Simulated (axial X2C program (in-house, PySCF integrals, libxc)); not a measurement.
**BrB⁺: EOM-IP-CCSD levels**

Aim: EOM-IP-CCSD levels of BrB⁺, with spin–orbit coupling in the Hamiltonian from the start.

Computed with an in-house X2C program for linear molecules on PySCF integrals. Level: two-component X2C with atomic mean-field terms, Br dyall-cv3z, B dyall-v3z.

All values are calculated.

### 1 Set-up

Contents of task.json:

```json
{
 "zs": [
  35,
  5
 ],
 "q": 1,
 "bas": [
  "dyall-cv3z",
  "dyall-v3z"
 ],
 "r0": 1.99,
 "eom": "ip",
 "rq": 0,
 "thr": -2.0,
 "nmax": 95,
 "grid": [
  1,
  0.96,
  1.045,
  0.92,
  1.09,
  1.15
 ]
}
```

Keys: zs atomic numbers; q charge; bas basis sets; r0 starting distance in Å; eom kind of EOM run; thr threshold in hartree for freezing inner shells (an s shell follows its p shell); nmax most natural virtual spinors; grid distances as factors.

On the command line:

```
$ python soeom.py task.json out
```

After this run come: EOM-IP-CCSD at 1.893 Å.

What does the calculation give? Wanted: next root led by one particle; T1 of the reference.

The runs gave:

```
                     quantity                             value
       lowest root at 1.893 Å                Ω = 1/2, 10.010 eV
next root led by one particle  Ω = 3/2, about 18540 cm⁻¹ higher
          T1 of the reference                             0.018
```

What this shows: Removing an electron from the reference determinant of BrB costs 10.01 eV and empties a spinor of 44% B sσ, 38% B pσ, 13% Br pσ. Errors of 0.1 to 0.3 eV are usual at this size, and roots led by higher excitations are left out, so the list is incomplete, and low states of that kind can be missing.
